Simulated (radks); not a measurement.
# Sm in [Xe] 4f6 6s1 6p1: an all-electron calculation

Wanted: eigenvalues, radial structure and energy terms of neutral samarium.

The numbers are computed with radks (a radial shooting solver on a logarithmic mesh, Libxc functionals) version 1 (Dirac Kohn-Sham, BLYP, spin-unpolarised, spherical densities, finite nucleus; open shells are shared between the two j in proportion to 2j + 1), except any that are marked as measured or tabulated.

### 1 Starting point

- element: samarium (Z = 62)
- charge: 0
- electrons: 62
- configuration: [Xe] 4f6 6s1 6p1
- nuclear rms radius: 5.0819 fm

The outer shells:

Sm
```
[Xe] core
4f [↑ ][↑ ][↑ ][↑ ][↑ ][↑ ][  ]
6s [↑ ]
6p [↑ ][  ][  ]
```

### 2 The run

Settings of this run:

```text
Z 62
configuration [Xe] 4f6 6s1 6p1
relativity Dirac
functional b88,lyp
spin unpolarised
j_filling average
nucleus finite rms 5.0819 fm
c 137.035999084
```

Command:

```console
python run_ks.py task.json out
```

The same process makes all the runs of this session.

**Question.** What will this run give?

As calculated:

```
                        quantity                   value
                    total energy     -10434.5258 hartree
exchange-correlation share of it                  2.27 %
                            −T/E                  1.0842
          highest occupied level        6p3/2, -1.542 eV
    most extended occupied level  6p3/2, <r> = 5.97 bohr
 radius at density 0.001 e/bohr³               5.35 bohr
    maxima of the radial density                       4
```

What this shows: The radial density shows 4 maxima for 6 occupied principal shells; where shells overlap, one shows as a shoulder or not at all. −T/E is 1.084: with relativity the kinetic term as defined here no longer equals −E. This is not the tabulated ground configuration, so its levels and sizes aren't those of the ground state, and no measured value stands beside it.
